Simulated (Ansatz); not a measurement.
GdO in Ansatz: the effect of functional

Crystal: GdO.

```
Gd O
1.0
     0.00000    2.68188    2.68188
     2.68188    0.00000    2.68188
     2.68188    2.68188    0.00000
Gd O
1 1
Cartesian
  0.0000 0.0000 0.0000
  4.0228 4.0228 4.0228
```

The cell isn't the ideal one: volume scaled by 0.98.

Alike in all runs:

```yaml
Program: Ansatz 0.2.0
Task: single point
Potentials_or_basis: Ansatz PAW
k_mesh: 9 × 9 × 9
Occupations: fermi-dirac, width 0.05 eV
Spin: collinear spin, ferromagnetic start
Starting_moments: "[7.0, 0.0] μB"
```

```tsv
functional	cutoff	pressure (GPa)	moment (μB)
LDA	420 eV (not typed: the program's choice for these potentials)	?	?
PBEsol	420 eV (not typed: the program's choice for these potentials)	-2.8	7.51
r2SCAN	500 eV (not typed: the program's choice for these potentials)	-0.2	7.94
```

What does the run with functional LDA give?

Pressure -6.2 GPa; moment 6.98 μB.

Caveats: a cell with one magnetic atom can't hold antiferromagnetic order, which such compounds often take; the PAW data sets come from PBE, with cores solved anew for the run's functional, which leaves a small shift of forces and pressure; the magnetic or orbital state may not be the lowest (some runs).
